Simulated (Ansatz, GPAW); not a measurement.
# RuBrCl with GLLB-SC from a Python script

These are simulated results from GPAW 26.7.0, not measurements. The cell was built from a prototype and was relaxed with r2SCAN in plane waves (Ansatz 0.2.0). It may be hypothetical. It is a single sheet, repeated along a and b, with vacuum along c. All runs are without spin polarisation.

In-plane lattice: a = 3.662 Å, b = 3.662 Å, γ = 120.0°; thickness between the outer nuclei 2.59 Å. Ru is surrounded by 3 Cl at 2.46 Å and 3 Br at 2.50 Å; Cl is surrounded by 3 Ru at 2.46 Å; Br is surrounded by 3 Ru at 2.50 Å.

GLLB-SC is a model potential. Its fundamental gap is the Kohn-Sham gap plus a derivative discontinuity, which the script evaluates at the band edges among the listed k points. Its total energy isn't variational and serves nothing here.

Input script:

```python
import json
from ase import Atoms
from gpaw import GPAW, PW, FermiDirac

atoms = Atoms(['Ru', 'Cl', 'Br'],
              cell=[[3.661648, 0.0, -0.0], [-1.830824, 3.17108, 0.0], [-0.0, -0.0, 29.955625]],
              scaled_positions=[[0.0, -0.0, 0.301458], [0.333333, 0.666667, 0.343151], [0.666667, 0.333333, 0.256724]],
              pbc=True)
calc = GPAW(mode=PW(400), xc='GLLBSC', kpts={'size': (6, 6, 1), 'gamma': True},
            occupations=FermiDirac(0.02), maxiter=100, legacy_gpaw=True, txt='gpaw.txt')
atoms.calc = calc
res = {'energy': atoms.get_potential_energy(force_consistent=True)}
res['electrons'] = calc.get_number_of_electrons()
res['k'] = calc.get_ibz_k_points().tolist()
res['levels'] = [calc.get_eigenvalues(kpt=i).tolist() for i in range(len(res['k']))]
points = [[0.0, 0.0, 0.0], [0.5, 0.0, 0.0], [0.333333, 0.333333, 0.0], [0.0, 0.244792, 0.0], [0.0, 0.229167, 0.0], [0.0, 0.25, 0.0]]
bands = calc.fixed_density(kpts=points, symmetry='off', nbands=round(res['electrons']) // 2 + 6, convergence={'bands': -2}, txt='bands.txt')
res['points'] = [bands.get_eigenvalues(kpt=i).tolist() for i in range(len(points))]
homo, lumo = bands.get_homo_lumo()
potential = calc.hamiltonian.xc.response.calculate_discontinuity_potential(homo, lumo)
res['discontinuity'] = bands.hamiltonian.xc.response.calculate_discontinuity(potential)
json.dump(res, open('results.json', 'w'))
print('free energy (eV):', round(res['energy'], 5))
```

Command: `python run.py`. It took 3.9 min on 1 thread of Arm Neoverse N1 (shared host), peak memory 0.35 GiB.

The log gpaw.txt, trimmed of paths, versions and times, then the last line on the terminal. An iter line gives the energy in eV and the logarithms of the changes of orbitals (plane waves alone) and density (c: converged):

```
___ ___ ___ _ _ _
 |   |   |_  | | | |

 | | | | | . | | | |

 |__ |  _|___|_____|  26.7.0
 |___|_|

Input parameters:
  kpts: {gamma: True,
         size: (6, 6, 1)}
  maxiter: 100
  mode: {ecut: 400.0,
         name: pw}
  occupations: {fixmagmom: False,
                name: fermi-dirac,
                width: 0.02}
  xc: GLLBSC

System changes: positions, numbers, cell, pbc, initial_charges, initial_magmoms

Initialize ...

species:
  Ru:
    name:    Ruthenium
    Z:       44.0
    valence: 16
    core:    28
    charge:  0.0  # [|e|]
    compensation charges:
      type: gauss
      rc: 0.39  # [Å]
      lmax: 2
    cutoffs:
      filter: 2.16  # [Å]
      core: 1.30  # [Å]
    projectors
    | kind |    occ | energy [eV] | rcut [Å] |

    |------|--------|-------------|----------|

    |   4s |  2.000 |     -78.140 |    1.281 |

    |   5s |  1.000 |      -6.453 |    1.281 |

    |   4p |  6.000 |     -48.485 |    1.286 |

    |   5p |  0.000 |      -2.503 |    1.286 |

    |   4d |  7.000 |      -7.565 |    1.254 |

    |    d |        |      19.647 |    1.254 |

    Using partial waves for Ru as LCAO basis

  Cl:
    name:    Chlorine
    Z:       17.0
    valence: 7
    core:    10
    charge:  0.0  # [|e|]
    compensation charges:
      type: gauss
      rc: 0.25  # [Å]
      lmax: 2
    cutoffs:
      filter: 1.40  # [Å]
      core: 1.49  # [Å]
    projectors
    | kind |    occ | energy [eV] | rcut [Å] |

    |------|--------|-------------|----------|

    |   3s |  2.000 |     -24.525 |    0.794 |

    |   3p |  5.000 |     -12.463 |    0.794 |

    |    s |        |       2.686 |    0.794 |

    |    p |        |      14.748 |    0.794 |

    |    d |        |       0.000 |    0.794 |

    Using partial waves for Cl as LCAO basis

  Br:
    name:    Bromine
    Z:       35.0
    valence: 7
    core:    28
    charge:  0.0  # [|e|]
    compensation charges:
      type: gauss
      rc: 0.35  # [Å]
      lmax: 2
    cutoffs:
      filter: 1.98  # [Å]
      core: 2.38  # [Å]
    projectors
    | kind |    occ | energy [eV] | rcut [Å] |

    |------|--------|-------------|----------|

    |   4s |  2.000 |     -23.401 |    1.111 |

    |   4p |  5.000 |     -11.410 |    1.111 |

    |    s |        |       3.810 |    1.111 |

    |    p |        |      15.801 |    1.111 |

    |    d |        |       0.000 |    1.111 |

    Using partial waves for Br as LCAO basis

Reference energy: -206571.990215  # eV

Spin-paired calculation

Convergence criteria:
 Maximum [total energy] change in last 3 cyles: 0.0005 eV / valence electron
 Maximum integral of absolute [dens]ity change: 0.0001 electrons / valence electron
 Maximum integral of absolute [eigenst]ate change: 4e-08 eV^2 / valence electron
 Maximum number of scf [iter]ations: 100
 (Square brackets indicate name in SCF output, whereas a 'c' in
 the SCF output indicates the quantity has converged.)

Symmetries present (total): 1

  ( 1  0  0)
  ( 0  1  0)
  ( 0  0  1)

36 k-points: 6 x 6 x 1 Monkhorst-Pack grid + [1/12,1/12,0.000000]
20 k-points in the irreducible part of the Brillouin zone
       k-points in crystal coordinates                weights
   0:     0.00000000    0.00000000    0.00000000          1/36
   1:     0.00000000    0.16666667    0.00000000          2/36
   2:     0.00000000    0.33333333    0.00000000          2/36
   3:     0.00000000    0.50000000    0.00000000          1/36
   4:     0.16666667   -0.33333333    0.00000000          2/36
   5:     0.16666667   -0.16666667    0.00000000          2/36
   6:     0.16666667    0.00000000    0.00000000          2/36
   7:     0.16666667    0.16666667    0.00000000          2/36
   8:     0.16666667    0.33333333    0.00000000          2/36
   9:     0.16666667    0.50000000    0.00000000          2/36
          ...
  19:     0.50000000    0.50000000    0.00000000          1/36

Wave functions: Plane wave expansion
  Cutoff energy: 400.000 eV
  Number of coefficients (min, max): 6223, 6372
  Pulay-stress correction: 0.000000 eV/Ang^3 (de/decut=0.000000)
  Using FFTW library
  ScaLapack parameters: grid=1x1, blocksize=None
  Wavefunction extrapolation:
    Improved wavefunction reuse through dual PAW basis

Occupation numbers: Fermi-Dirac:
  width: 0.0200  # eV

Eigensolver
   Davidson(niter=2)

Densities:
  Coarse grid: 18*18*140 grid
  Fine grid: 36*36*280 grid
  Total Charge: 0.000000

Density mixing:
  Method: separate
  Backend: msr1
  Linear mixing parameter: 0.05
  old densities: 10
  Width of damping distribution: 1.1
  Damping of long wavelength oscillations: 20

Hamiltonian:
  XC and Coulomb potentials evaluated on a 36*36*280 grid
  Using the GLLBSC Exchange-Correlation functional
  External potential:
    NoExternalPotential

XC parameters: GLLBSC functional being used consists of
  -----------------------------------------------------------------------
  | Weight | Module     | Description                                   |

  -----------------------------------------------------------------------
  |  1.000 | SCREENING  | GGA_X_PBE_SOL with 2 nearest neighbor stencil |

  |  1.000 | RESPONSE   | eps=0.0500 eV                                 |

  |  1.000 | XC         | GGA_C_PBE_SOL with 2 nearest neighbor stencil |

  -----------------------------------------------------------------------

Memory estimate:
  Process memory now: 128.55 MiB
  Calculator: 103.63 MiB
    Density: 26.00 MiB
      Arrays: 9.00 MiB
      Localized functions: 10.08 MiB
      Mixer: 6.92 MiB
    Hamiltonian: 6.16 MiB
      Arrays: 5.88 MiB
      XC: 0.00 MiB
      Poisson: 0.00 MiB
      vbar: 0.28 MiB
    Wavefunctions: 71.47 MiB
      Arrays psit_nG: 40.84 MiB
      Eigensolver: 2.60 MiB
      Projections: 0.28 MiB
      Projectors: 24.08 MiB
      PW-descriptor: 3.67 MiB

Total number of cores used: 1

Number of atoms: 3
Number of atomic orbitals: 21
Number of bands in calculation: 21
Number of valence electrons: 30
Bands to converge: occupied

... initialized

Initializing position-dependent things.

Density initialized from atomic densities
Creating initial wave functions:
  21 bands from LCAO basis set
Positions:
   0 Ru     0.000000    0.000000    9.030363    ( 0.0000,  0.0000,  0.0000)
   1 Cl    -0.000002    2.114054   10.279303    ( 0.0000,  0.0000,  0.0000)
   2 Br     1.830826    1.057026    7.690328    ( 0.0000,  0.0000,  0.0000)

Unit cell:
           periodic     x           y           z      points  spacing
  1. axis:    yes    3.661648    0.000000   -0.000000    18     0.1762
  2. axis:    yes   -1.830824    3.171080    0.000000    18     0.1762
  3. axis:    yes   -0.000000   -0.000000   29.955625   140     0.2140

  Lengths:   3.661648   3.661648  29.955625
  Angles:   90.000000  90.000000 120.000001

Effective grid spacing dv^(1/3) = 0.1972

iter:   1   -15.826214
iter:   2   -17.011045   -0.43  -1.37
iter:   3   -16.111126   -1.13  -1.30
iter:   4   -15.287081   -1.42  -1.46
iter:   5   -14.680481   -1.58  -1.67
iter:   6   -14.617945   -2.27  -1.50
iter:   7   -14.479555   -1.81  -1.62
iter:   8   -14.528853   -2.80  -1.82
iter:   9   -14.536531   -3.52  -1.85
iter:  10   -14.542507c  -2.93  -1.86
iter:  11   -14.538454c  -2.83  -2.07
iter:  12   -14.609071   -2.46  -2.19
iter:  13   -14.607537   -3.47  -3.14
iter:  14   -14.610595c  -4.11  -3.36
iter:  15   -14.608492c  -4.69  -3.61
iter:  16   -14.607212c  -5.04  -4.08c
iter:  17   -14.607113c  -5.34  -4.10c
iter:  18   -14.607230c  -5.52  -4.44c
iter:  19   -14.606951c  -5.80  -4.57c
iter:  20   -14.607088c  -6.05  -5.02c
iter:  21   -14.607054c  -6.28  -5.10c
iter:  22   -14.607009c  -6.49  -5.30c
iter:  23   -14.607035c  -6.70  -5.49c
iter:  24   -14.607050c  -6.92  -6.03c
iter:  25   -14.607036c  -7.12  -6.04c
iter:  26   -14.607080c  -7.37  -6.46c
iter:  27   -14.607042c  -7.52c -6.38c

Converged after 27 iterations.

Energy contributions relative to reference atoms: (reference = -206571.990215)

Kinetic:        +46.112963
Potential:      -44.428893
External:        +0.000000
XC:             -16.002201
Entropy (-ST):   -0.000000
Local:           -0.288910
SIC:             +0.000000
--------------------------
Free energy:    -14.607042
Extrapolated:   -14.607042

GLLBSC response reference energy: -4.47924 eV (from HOMO)

Showing only first 2 kpts
 Kpt  Band  Eigenvalues  Occupancy
  0    13     -5.54451    2.00000
  0    14     -4.67674    2.00000
  0    15     -1.99006    0.00000
  0    16     -1.98943    0.00000

  1    13     -5.07922    2.00000
  1    14     -4.47928    2.00000
  1    15     -2.53312    0.00000
  1    16     -2.13893    0.00000

Fermi level: -2.98802

Gap: 1.944 eV
Transition (v -> c):
  (s=0, k=1, n=14, [0.00, 0.17, 0.00]) -> (s=0, k=6, n=15, [0.17, 0.00, 0.00])
Direct/indirect transitions are different
Direct gap: 1.944 eV
Transition at: (s=0, k=6, n=14, [0.17, 0.00, 0.00])

free energy (eV): -14.60704
```

The gap in the log is over the mesh alone; results.json adds the listed points. GLLB-SC gives a gap of 2.55 eV (1.822 eV Kohn-Sham over the listed points plus 0.723 eV discontinuity). On the same cell, plane-wave PBE (Ansatz, 12×12×1 k points and the special points) gives a gap of 1.13 eV and r2SCAN a gap of 1.60 eV; on shared hosts these took about 33 and 80 core-seconds on the 3-atom cell, against 240 for the script. Semilocal gaps usually lie below measured ones.

The runs are scalar-relativistic, without spin-orbit coupling.
